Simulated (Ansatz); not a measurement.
# C₂H₃ClSn: a ladder of functionals and wavefunction methods

One table from this session's results is given with a row withheld; the runs are named, their logs left out.

Method: functionals in def2-TZVPP, the program's frozen cores in correlated methods; program: Ansatz 0.2.0, Gaussian basis.

Levels to be run: LDA (SPW92), PBE-D4, revPBE-D4, BLYP-D4, r2SCAN-D4, B97M-V, PBE0-D4, B3LYP-D4, r2SCANh-D4, r2SCAN0-D4, HSE06-D4, BHLYP-D4, CAM-B3LYP-D4, LC-ωPBE, ωB97X-V, ωB97M-V, B2PLYP, PBE-QIDH; CCSD(T)/def2-SVP; CCSD(T)/def2-TZVPP; MP2/def2-QZVPP; extrapolation to the limit; RPA on PBE.

## The relaxed structure

All runs share one geometry, relaxed beforehand with PBE0-D4 in a triple-zeta def2 set. Sn takes the def2 core potential; no spin-orbit term is included.

SMILES `Cl[C]1=[CH][SnH2]1`, 7 atoms, charge 0, spin multiplicity 1.

Atoms are counted from 1 here; the program's logs count them from 0.

Bond lengths: Cl1–C2 1.713 Å, C2–C3 1.321 Å, C2–Sn4 2.093 Å, C3–Sn4 2.111 Å, C3–H5 1.084 Å, Sn4–H6 1.697 Å, Sn4–H7 1.697 Å. Angles: Cl1–C2–C3 133.1°, Cl1–C2–Sn4 154.5°, C3–C2–Sn4 72.4°, C2–C3–Sn4 70.9°, C2–C3–H5 135.9°, Sn4–C3–H5 153.2°, C2–Sn4–C3 36.6°, C2–Sn4–H6 120.0°, C2–Sn4–H7 119.9°, C3–Sn4–H6 120.0°, C3–Sn4–H7 119.9°, H6–Sn4–H7 116.5°.

As a file:

```mol
C2H3ClSn
  3D, bonds by distance, orders not assigned

  7  7  0  0  0  0  0  0  0  0999 V2000
   -1.0150   -2.4646    0.5601 Cl  0  0
   -0.2984   -0.9426    0.2389 C   0  0
    0.8980   -0.4379    0.4838 C   0  0
   -0.2741    1.0139   -0.5029 Sn  0  0
    1.8099   -0.7898    0.9529 H   0  0
   -0.9968    2.2657    0.3855 H   0  0
   -0.0624    1.2874   -2.1639 H   0  0
  1  2  8  0
  2  3  8  0
  3  4  8  0
  3  5  8  0
  4  6  8  0
  4  7  8  0
  2  4  8  0
M  END
```

The first run:

Contents of in.yaml:

```yaml
crystal:
  periodic: [false, false, false]
  atoms:
    - {symbol: Cl, position_ang: [-1.015031, -2.464619, 0.560109]}
    - {symbol: C, position_ang: [-0.298396, -0.942635, 0.238923]}
    - {symbol: C, position_ang: [0.897992, -0.437933, 0.483784]}
    - {symbol: Sn, position_ang: [-0.274123, 1.013864, -0.502901]}
    - {symbol: H, position_ang: [1.809918, -0.789784, 0.952932]}
    - {symbol: H, position_ang: [-0.996779, 2.265734, 0.385468]}
    - {symbol: H, position_ang: [-0.062384, 1.287372, -2.163916]}
basis:
  gaussian: {orbitals: def2-TZVPP}
hamiltonian: {xc: lda}
output: {orbitals: {seedname: orbitals}}
```

The run is started by

```bash
> ansatz run in.yaml --threads 2 --pin off --events-out ev --progress --plain --max-ram 4352MiB
```

Among the steps run: LDA; PBE-D4 (GGA); revPBE-D4 (GGA); BLYP-D4 (GGA); r2SCAN-D4 (meta-GGA); B97M-V (meta-GGA); B3LYP-D4 (hybrid); r2SCANh-D4 (hybrid); r2SCAN0-D4 (hybrid); HSE06-D4 (hybrid); BHLYP-D4 (hybrid); CAM-B3LYP-D4 (range-separated); LC-ωPBE (range-separated); ωB97X-V (range-separated); ωB97M-V (range-separated); B2PLYP (double hybrid); PBE-QIDH (double hybrid).

One table of the session follows, with a row left open; its other results are not shown here.

It belongs to the step «Orbital energies across the functionals». 

| functional | HOMO (eV) | gap (eV) |
| --- | --- | --- |
| LDA (SPW92) | -6.05 | 4.03 |
| PBE-D4 | -5.89 | 4.04 |
| revPBE-D4 | -5.83 | 4.05 |
| BLYP-D4 | -5.75 | 3.98 |
| r2SCAN-D4 | -6.11 | 4.43 |
| B97M-V | -6.13 | 4.35 |
| PBE0-D4 | -6.91 | 5.80 |
| B3LYP-D4 | -6.73 | 5.38 |
| r2SCANh-D4 | -6.49 | 5.08 |
| r2SCAN0-D4 | ? | ? |
| HSE06-D4 | -6.52 | 5.05 |
| BHLYP-D4 | -7.83 | 7.44 |
| CAM-B3LYP-D4 | -8.13 | 7.91 |
| LC-ωPBE | -9.35 | 10.20 |
| ωB97X-V | -9.06 | 9.79 |
| ωB97M-V | -8.94 | 9.44 |

**Question.** Estimate the row for r2SCAN0-D4.

Worked estimate for «HOMO (eV)». Against the share of exact exchange, r2SCAN-D4 (0, -6.11), r2SCANh-D4 (0.1, -6.49) give a slope of -3.80 per unit share; at 0.25 the line stands at -7.06.

**Answer.** HOMO (eV): -7.07; gap (eV): 6.05. In «HOMO (eV)» the line misses by +0.01.
